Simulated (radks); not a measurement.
# Cd¹⁶⁺ in [Ar] 3d10 4s2 4p2: an all-electron calculation

Aim: the levels, the sizes of the orbitals and the parts of the energy of the cadmium ion Cd16+.

The numbers are computed with radks (a radial shooting solver on a logarithmic mesh, Libxc functionals) version 1 (Dirac Kohn-Sham, PBE, spin-unpolarised, spherical densities, point nucleus; open shells are shared between the two j in proportion to 2j + 1), except any that are marked as measured or tabulated.

## Step 1: Starting point

* element: cadmium (Z = 48)
* charge: +16
* electrons: 32
* configuration: [Ar] 3d10 4s2 4p2

Outer shells as boxes (Hund's rule):

Cd¹⁶⁺
```
[Ar] core
3d [↑↓][↑↓][↑↓][↑↓][↑↓]
4s [↑↓]
4p [↑ ][↑ ][  ]
```

## Step 2: Self-consistent calculation

Settings of this run:

```text
Z 48
configuration [Ar] 3d10 4s2 4p2 5s0 4d0
relativity Dirac
functional pbe,pbe
spin unpolarised
j_filling average
nucleus point
c 137.035999084
```

What does the calculation give?

The runs gave:

```
                        quantity                    value
                    total energy      -5498.71185 hartree
exchange-correlation share of it                   2.56 %
                            −T/E                   1.0496
          highest occupied level        4p3/2, -399.96 eV
    most extended occupied level  4p3/2, <r> = 0.817 bohr
 radius at density 0.001 e/bohr³                1.77 bohr
    maxima of the radial density                        3
         ionisation energy, NIST          421 (theory) eV
```

4 principal shells are occupied and 3 maxima appear in the radial density; where shells overlap, one shows as a shoulder or not at all. Relativity lifts −T/E to 1.050. Minus the highest eigenvalue, 399.96 eV, is 95 % of the tabulated ionisation energy (421 eV). Spin polarisation and multiplet splitting are left out. Sharing an open shell by 2j + 1 raises it above the true ground level by a part of the spin-orbit splitting, which enters the differences from NIST.
